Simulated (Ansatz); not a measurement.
# Cu: straining the crystal, a stretch of c alone

How does Cu answer a stretch of c alone between -6 and +6 %? At each strain the rest of the cell is held and the atoms relax, within the symmetry that is left.

This is Cu in the hcp structure; at room conditions it is fcc.

Computed with Ansatz 0.2.0 (DFT r2SCAN, scalar-relativistic, plane waves, PAW, unless a step's input says otherwise).

2 further runs of the same task are left out: 2 set aside as unsound or not needed.

## 1. Starting point

It takes space group P6_3/mmc (No. 194, hexagonal). Conventional cell: a = 2.531 Å, b = 2.531 Å, c = 4.130 Å, α = 90.00°, β = 90.00°, γ = 120.00°. Cu (site symmetry -6m2) has 12 Cu at 2.53 Å as nearest neighbours.

Coordinates:

```xyz
2
Lattice="2.5305 0.0000 0.0000 -1.2653 2.1915 0.0000 0.0000 0.0000 4.1299" Properties=species:S:1:pos:R:3 pbc="T T T"
Cu    0.0000    1.4610    1.0325
Cu    1.2653    0.7305    3.0974
```

It goes back to an entry of the Materials Project, which need not be the stable form.

It is the result of an earlier relaxation at this level (volume 11.45 Å³/atom; gap on the mesh: none (metal)).

The unstrained cell was computed beforehand with the same settings: E(σ→0) = -13262.4581 eV for 2 atoms, gap none (metal).

## 2. The cell strained by -2.0 %

Contents of input.yaml:

```yaml
crystal:
  lattice:
    - [2.530502724, 0.0, 0.0]
    - [-1.265251362, 2.1914796434, 0.0]
    - [0.0, 0.0, 4.0472584477]
  atoms:
    - { symbol: Cu, position: [0.3333333333, 0.6666666667, 0.25] }
    - { symbol: Cu, position: [0.6666666667, 0.3333333333, 0.75] }
basis:
  ecutwfc: 500
kpoints:
  mp_grid: { grid: [24, 24, 12] }
hamiltonian:
  xc: r2scan
scf:
  occupations: { method: gaussian, width: 0.1 }
output:
  forces: true
  stress: true
  eigenvalues: true
```

Command:

```
$ ansatz run input.yaml --threads 1 --pin off --max-ram 2560MiB --backend cpu --events-out ev --progress --plain --runs-dir out
```

The log of the run (excerpt; [...] marks lines left out):

```text
Warning: RAYON_NUM_THREADS=1 ignored (pool sized by the plan → 1); use --threads N
[...]
Pseudopotentials: kind: paw
Pseudopotential: Cu, paw, valence charge 19, recommended cutoff 500 eV (meta_gga), Cu.paw.azcp
Functional definition: r2SCAN
[...]
Crystal: 2 atoms, lattice volume = 22.444 Å³
Basis set: ecut = 500 eV, 573 PW (Γ), exchange–correlation on 80×80×120 points (64 copies of the dense FFT grid, shifted against one another)
Bands: 23, of which v1, the nominal top of the filled ones, is band 19 counted from 1 (18 counted from 0)
Symmetry: 24 space group operations
Space group: P63/mmc (ITA 194), of the structure as read, at distance tolerance 2.8e-5 Å
k-points: 427 of 6912
[...]
SCF iter   1: F=—  HF=-13262.483231 eV  |F-HF|=—  |Δ(HF+E_count)|=         —  Δρ=3.98e-2  dr2=1.93e-1  dr2_τ=1.33e-3  ethr=1.77e-3  ⟨swp⟩=4.9  Hψ=36383  notcnv=0
[...]
SCF iter   7: F=-13262.448870 eV  HF=-13262.448870 eV  |F-HF|=1.73e-10  |Δ(HF+E_count)|=   2.18e-7  Δρ=3.97e-6  dr2=2.31e-9  dr2_τ=2.65e-11  ethr=1.51e-10  ⟨swp⟩=5.2  Hψ=40621  notcnv=0
[...]
SCF converged after 7 iterations
Free energy (F): -13262.448870 eV
[...]
E sigma→0 (E₀):  -13262.447625 eV
Entropy (-TS):   -0.002490 eV (-1.245 meV/atom)
Fermi energy:    17.675830 eV
[...]
--- Forces (eV/Å), atoms counted from 1 ---
  atom   1  Cu     0.00000000     0.00000000     0.00000000
  atom   2  Cu     0.00000000     0.00000000     0.00000000
[...]
--- Stress (GPa, compression-positive) ---
        1.831381       0.000000       0.000000
        0.000000       1.831381       0.000000
        0.000000       0.000000       6.907948
  P = ⅓ Tr σ = 3.5236 GPa (35.236 kbar)
--- Band table (eV; the first three rows and the last of 427) ---
  k-point 0: bands = ["-98.8806", "-98.8611", "-54.7704", "-54.6515", "-54.6515", "-54.6289", "-54.6289", "-54.6275", "7.5418", "12.1718", "14.4597", "14.4597", "14.4829", "14.7098", "14.7098", "14.9426", "14.9426", "15.8296", "15.8296", "16.6555", "22.2250", "39.9456", "40.5894"]
[...]
```

Wall time 29 s (1 thread of Arm Neoverse V1, shared host); peak memory 0.52 GiB.

The cell is held at each strain. Atoms start from the nearest strain of the same sign that is done. Symmetry fixes all atoms here, so a single point is enough.

## 3. Strain +2.0 %

input.yaml: that of step 2 with these lines changed.

```diff
@@ -4,3 +4,3 @@
     - [-1.265251362, 2.1914796434, 0.0]
-    - [0.0, 0.0, 4.0472584477]
+    - [0.0, 0.0, 4.2124526701]
   atoms:
```

Command:

```
$ ansatz run input.yaml --threads 1 --pin off --max-ram 2560MiB --backend cpu --events-out ev --progress --plain --runs-dir out
```

The log of the run (excerpt; [...] marks lines left out):

```text
Warning: RAYON_NUM_THREADS=1 ignored (pool sized by the plan → 1); use --threads N
[...]
[... 3 set-up lines as earlier in the session ...]
[...]
Crystal: 2 atoms, lattice volume = 23.360 Å³
Basis set: ecut = 500 eV, 585 PW (Γ), exchange–correlation on 80×80×128 points (64 copies of the dense FFT grid, shifted against one another)
Bands: 23, of which v1, the nominal top of the filled ones, is band 19 counted from 1 (18 counted from 0)
[... 1 set-up line as earlier in the session ...]
Space group: P63/mmc (ITA 194), of the structure as read, at distance tolerance 2.9e-5 Å
k-points: 427 of 6912
[...]
SCF iter   1: F=—  HF=-13262.489909 eV  |F-HF|=—  |Δ(HF+E_count)|=         —  Δρ=4.03e-2  dr2=2.08e-1  dr2_τ=1.56e-3  ethr=1.77e-3  ⟨swp⟩=4.9  Hψ=36098  notcnv=0
[...]
SCF iter   7: F=-13262.452718 eV  HF=-13262.452718 eV  |F-HF|=1.84e-9  |Δ(HF+E_count)|=   1.37e-7  Δρ=4.20e-6  dr2=2.75e-9  dr2_τ=2.02e-11  ethr=2.62e-10  ⟨swp⟩=5.0  Hψ=40232  notcnv=0
[...]
SCF converged after 7 iterations
Free energy (F): -13262.452718 eV
[...]
E sigma→0 (E₀):  -13262.451449 eV
Entropy (-TS):   -0.002537 eV (-1.268 meV/atom)
Fermi energy:    16.779218 eV
[...]
--- Forces (eV/Å), atoms counted from 1 ---
  atom   1  Cu     0.00000000     0.00000000     0.00000000
  atom   2  Cu    -0.00000000    -0.00000000     0.00000000
[...]
--- Stress (GPa, compression-positive) ---
       -2.008085       0.000000       0.000000
        0.000000      -2.008085       0.000000
        0.000000       0.000000      -4.961805
  P = ⅓ Tr σ = -2.9927 GPa (-29.927 kbar)
--- Band table (eV; the first three rows and the last of 427) ---
  k-point 0: bands = ["-99.6592", "-99.6458", "-55.5223", "-55.4356", "-55.4356", "-55.4203", "-55.4203", "-55.4142", "6.9832", "11.4501", "13.5852", "13.7074", "13.7074", "13.9092", "13.9092", "14.2656", "14.2656", "14.9873", "14.9873", "15.5016", "20.5471", "39.3052", "39.9972"]
[...]
```

Run time: 30 s. Hardware: 1 thread of Arm Neoverse V1, shared host; peak memory 0.53 GiB.

## 4. At -4.0 %

input.yaml: that of step 3 with these lines changed.

```diff
@@ -4,3 +4,3 @@
     - [-1.265251362, 2.1914796434, 0.0]
-    - [0.0, 0.0, 4.2124526701]
+    - [0.0, 0.0, 3.9646613366]
   atoms:
```

Command:

```
$ ansatz run input.yaml --threads 1 --pin off --max-ram 2560MiB --backend cpu --events-out ev --progress --plain --runs-dir out
```

The log of the run (excerpt; [...] marks lines left out):

```text
Warning: RAYON_NUM_THREADS=1 ignored (pool sized by the plan → 1); use --threads N
[...]
[... 3 set-up lines as earlier in the session ...]
[...]
Crystal: 2 atoms, lattice volume = 21.986 Å³
Basis set: ecut = 500 eV, 561 PW (Γ), exchange–correlation on 80×80×120 points (64 copies of the dense FFT grid, shifted against one another)
Bands: 23, of which v1, the nominal top of the filled ones, is band 19 counted from 1 (18 counted from 0)
[... 2 set-up lines as earlier in the session ...]
k-points: 427 of 6912
[...]
SCF iter   1: F=—  HF=-13262.451596 eV  |F-HF|=—  |Δ(HF+E_count)|=         —  Δρ=3.96e-2  dr2=1.86e-1  dr2_τ=1.24e-3  ethr=1.77e-3  ⟨swp⟩=4.9  Hψ=36510  notcnv=0
[...]
SCF iter   7: F=-13262.418884 eV  HF=-13262.418884 eV  |F-HF|=1.06e-10  |Δ(HF+E_count)|=   2.06e-7  Δρ=3.71e-6  dr2=1.90e-9  dr2_τ=2.58e-11  ethr=1.20e-10  ⟨swp⟩=5.3  Hψ=40823  notcnv=0
[...]
SCF converged after 7 iterations
Free energy (F): -13262.418884 eV
[...]
E sigma→0 (E₀):  -13262.417553 eV
Entropy (-TS):   -0.002663 eV (-1.331 meV/atom)
Fermi energy:    18.166318 eV
[...]
--- Forces (eV/Å), atoms counted from 1 ---
  atom   1  Cu     0.00000000    -0.00000000     0.00000000
  atom   2  Cu    -0.00000000     0.00000000     0.00000000
[...]
--- Stress (GPa, compression-positive) ---
        4.387021      -0.000000       0.000000
        0.000000       4.387021       0.000000
        0.000000       0.000000      14.239065
  P = ⅓ Tr σ = 7.6710 GPa (76.710 kbar)
--- Band table (eV; the first three rows and the last of 427) ---
  k-point 0: bands = ["-98.4683", "-98.4447", "-54.3734", "-54.2365", "-54.2365", "-54.2097", "-54.2091", "-54.2091", "7.8418", "12.5425", "14.8554", "14.8554", "14.9631", "15.1333", "15.1333", "15.2965", "15.2965", "16.2777", "16.2777", "17.2933", "23.1284", "40.2871", "40.9100"]
[...]
```

Run time: 29 s. Hardware: 1 thread of Arm Neoverse V1, shared host; peak memory 0.52 GiB.

## 5. The cell strained by +4.0 %

input.yaml: that of step 4 with these lines changed.

```diff
@@ -4,3 +4,3 @@
     - [-1.265251362, 2.1914796434, 0.0]
-    - [0.0, 0.0, 3.9646613366]
+    - [0.0, 0.0, 4.2950497813]
   atoms:
```

Command:

```
$ ansatz run input.yaml --threads 1 --pin off --max-ram 2560MiB --backend cpu --events-out ev --progress --plain --runs-dir out
```

The log of the run (excerpt; [...] marks lines left out):

```text
Warning: RAYON_NUM_THREADS=1 ignored (pool sized by the plan → 1); use --threads N
[...]
[... 3 set-up lines as earlier in the session ...]
[...]
Crystal: 2 atoms, lattice volume = 23.818 Å³
Basis set: ecut = 500 eV, 597 PW (Γ), exchange–correlation on 80×80×128 points (64 copies of the dense FFT grid, shifted against one another)
Bands: 23, of which v1, the nominal top of the filled ones, is band 19 counted from 1 (18 counted from 0)
[... 2 set-up lines as earlier in the session ...]
k-points: 427 of 6912
[...]
SCF iter   1: F=—  HF=-13262.470264 eV  |F-HF|=—  |Δ(HF+E_count)|=         —  Δρ=4.06e-2  dr2=2.16e-1  dr2_τ=1.68e-3  ethr=1.77e-3  ⟨swp⟩=4.8  Hψ=35941  notcnv=0
[...]
SCF iter   8: F=-13262.431773 eV  HF=-13262.431773 eV  |F-HF|=1.52e-9  |Δ(HF+E_count)|=   1.12e-7  Δρ=7.42e-6  dr2=8.57e-9  dr2_τ=4.53e-11  ethr=2.63e-10  ⟨swp⟩=5.3  Hψ=39627  notcnv=0
[...]
SCF converged after 8 iterations
Free energy (F): -13262.431773 eV
[...]
E sigma→0 (E₀):  -13262.430169 eV
Entropy (-TS):   -0.003209 eV (-1.604 meV/atom)
Fermi energy:    16.376253 eV
[...]
--- Forces (eV/Å), atoms counted from 1 ---
  atom   1  Cu     0.00000000     0.00000000    -0.00000000
  atom   2  Cu    -0.00000000     0.00000000     0.00000000
[...]
--- Stress (GPa, compression-positive) ---
       -3.491745       0.000000      -0.000000
        0.000000      -3.491745      -0.000000
       -0.000000      -0.000000      -9.537502
  P = ⅓ Tr σ = -5.5070 GPa (-55.070 kbar)
--- Band table (eV; the first three rows and the last of 427) ---
  k-point 0: bands = ["-100.0271", "-100.0161", "-55.8785", "-55.8065", "-55.8065", "-55.7940", "-55.7940", "-55.7847", "6.7227", "11.0987", "13.1654", "13.3492", "13.3492", "13.5302", "13.5302", "13.9413", "13.9413", "14.5911", "14.5911", "14.9786", "19.7685", "39.0036", "39.7229"]
[...]
```

Wall time 28 s (1 thread of Arm Neoverse V1, shared host); peak memory 0.53 GiB.

## 6. The cell strained by -6.0 %

input.yaml: that of step 5 with these lines changed.

```diff
@@ -4,3 +4,3 @@
     - [-1.265251362, 2.1914796434, 0.0]
-    - [0.0, 0.0, 4.2950497813]
+    - [0.0, 0.0, 3.8820642254]
   atoms:
```

Command:

```
$ ansatz run input.yaml --threads 1 --pin off --max-ram 2560MiB --backend cpu --events-out ev --progress --plain --runs-dir out
```

The log of the run (excerpt; [...] marks lines left out):

```text
Warning: RAYON_NUM_THREADS=1 ignored (pool sized by the plan → 1); use --threads N
[...]
[... 3 set-up lines as earlier in the session ...]
[...]
Crystal: 2 atoms, lattice volume = 21.528 Å³
Basis set: ecut = 500 eV, 561 PW (Γ), exchange–correlation on 80×80×120 points (64 copies of the dense FFT grid, shifted against one another)
Bands: 23, of which v1, the nominal top of the filled ones, is band 19 counted from 1 (18 counted from 0)
[... 2 set-up lines as earlier in the session ...]
k-points: 427 of 6912
[...]
SCF iter   1: F=—  HF=-13262.397255 eV  |F-HF|=—  |Δ(HF+E_count)|=         —  Δρ=3.92e-2  dr2=1.78e-1  dr2_τ=1.16e-3  ethr=1.77e-3  ⟨swp⟩=4.9  Hψ=36579  notcnv=0
[...]
SCF iter   6: F=-13262.366404 eV  HF=-13262.366404 eV  |F-HF|=1.17e-7  |Δ(HF+E_count)|=   7.17e-6  Δρ=2.90e-5  dr2=3.89e-8  dr2_τ=5.59e-9  ethr=2.63e-10  ⟨swp⟩=7.3  Hψ=49473  notcnv=0
[...]
SCF converged after 6 iterations
Free energy (F): -13262.366404 eV
[...]
E sigma→0 (E₀):  -13262.365113 eV
Entropy (-TS):   -0.002583 eV (-1.291 meV/atom)
Fermi energy:    18.671209 eV
[...]
--- Forces (eV/Å), atoms counted from 1 ---
  atom   1  Cu     0.00000000    -0.00000000    -0.00000000
  atom   2  Cu    -0.00000000     0.00000000     0.00000000
[...]
--- Stress (GPa, compression-positive) ---
        7.468921       0.000000      -0.000000
        0.000000       7.468921      -0.000000
       -0.000000      -0.000000      22.664618
  P = ⅓ Tr σ = 12.5342 GPa (125.342 kbar)
--- Band table (eV; the first three rows and the last of 427) ---
  k-point 0: bands = ["-98.0377", "-98.0092", "-53.9596", "-53.8040", "-53.8040", "-53.7723", "-53.7708", "-53.7708", "8.1572", "12.9213", "15.2653", "15.2653", "15.4669", "15.5740", "15.5740", "15.6627", "15.6627", "16.7467", "16.7467", "17.9757", "24.0792", "40.6448", "41.2487"]
[...]
```

It took 25 s on 1 thread of Arm Neoverse V1, shared host; peak memory 0.51 GiB.

## 7. At +6.0 %

input.yaml: that of step 6 with these lines changed.

```diff
@@ -4,3 +4,3 @@
     - [-1.265251362, 2.1914796434, 0.0]
-    - [0.0, 0.0, 3.8820642254]
+    - [0.0, 0.0, 4.3776468925]
   atoms:
```

Command:

```
$ ansatz run input.yaml --threads 1 --pin off --max-ram 2560MiB --backend cpu --events-out ev --progress --plain --runs-dir out
```

The log of the run (excerpt; [...] marks lines left out):

```text
Warning: RAYON_NUM_THREADS=1 ignored (pool sized by the plan → 1); use --threads N
[...]
[... 3 set-up lines as earlier in the session ...]
[...]
Crystal: 2 atoms, lattice volume = 24.276 Å³
Basis set: ecut = 500 eV, 597 PW (Γ), exchange–correlation on 80×80×128 points (64 copies of the dense FFT grid, shifted against one another)
Bands: 23, of which v1, the nominal top of the filled ones, is band 19 counted from 1 (18 counted from 0)
[... 2 set-up lines as earlier in the session ...]
k-points: 427 of 6912
[...]
SCF iter   1: F=—  HF=-13262.438854 eV  |F-HF|=—  |Δ(HF+E_count)|=         —  Δρ=4.08e-2  dr2=2.24e-1  dr2_τ=1.80e-3  ethr=1.77e-3  ⟨swp⟩=4.8  Hψ=35824  notcnv=0
[...]
SCF iter   8: F=-13262.399041 eV  HF=-13262.399041 eV  |F-HF|=1.80e-9  |Δ(HF+E_count)|=   1.50e-7  Δρ=8.02e-6  dr2=1.03e-8  dr2_τ=5.15e-11  ethr=2.63e-10  ⟨swp⟩=5.5  Hψ=41613  notcnv=0
[...]
SCF converged after 8 iterations
Free energy (F): -13262.399041 eV
[...]
E sigma→0 (E₀):  -13262.397041 eV
Entropy (-TS):   -0.004001 eV (-2.000 meV/atom)
Fermi energy:    15.992264 eV
[...]
--- Forces (eV/Å), atoms counted from 1 ---
  atom   1  Cu     0.00000000     0.00000000    -0.00000000
  atom   2  Cu    -0.00000000     0.00000000     0.00000000
[...]
--- Stress (GPa, compression-positive) ---
       -4.766447      -0.000000      -0.000000
       -0.000000      -4.766447      -0.000000
       -0.000000      -0.000000     -13.224201
  P = ⅓ Tr σ = -7.5857 GPa (-75.857 kbar)
--- Band table (eV; the first three rows and the last of 427) ---
  k-point 0: bands = ["-100.3808", "-100.3717", "-56.2207", "-56.1636", "-56.1636", "-56.1533", "-56.1533", "-56.1394", "6.4737", "10.7541", "12.7649", "13.0027", "13.0027", "13.1649", "13.1649", "13.6270", "13.6270", "14.2115", "14.2115", "14.4886", "19.0279", "38.3767", "38.7124"]
[...]
```

It took 28 s on 1 thread of Arm Neoverse V1, shared host; peak memory 0.54 GiB.

## 8. Energy and stress against strain (a metal throughout)

Lengths are those of the vectors of the cell that was run; stresses in GPa:

```csv
strain (%),ΔE (meV/atom),a (Å),b (Å),c (Å),σxx,σyy,σzz
-6.0,46.5,2.531,2.531,3.882,7.47,7.47,22.66
-4.0,20.3,2.531,2.531,3.965,4.39,4.39,14.24
-2.0,5.2,2.531,2.531,4.047,1.83,1.83,6.91
+0.0,0.0,2.531,2.531,4.130,-0.27,-0.27,0.52
+2.0,3.3,2.531,2.531,4.212,-2.01,-2.01,-4.96
+4.0,14.0,2.531,2.531,4.295,-3.49,-3.49,-9.54
+6.0,30.5,2.531,2.531,4.378,-4.77,-4.77,-13.22
```

ΔE is over the unstrained cell. Stress in GPa, positive in compression, on the Cartesian axes of the input. 

## 9. Summary of results

| quantity | value |
| --- | --- |
| largest energy cost | 46.5 meV/atom at -6.0 % |
| (1/V) d²E/dε² at zero strain, cubic fit | 299 GPa |

What this shows: The curvature of the energy, 299 GPa, is the elastic constant along c at held a and b. Compression by 6 % costs 46.5 meV/atom and stretching 30.5. On this cell's mesh the unstrained reference holds a stress of up to 0.52 GPa.
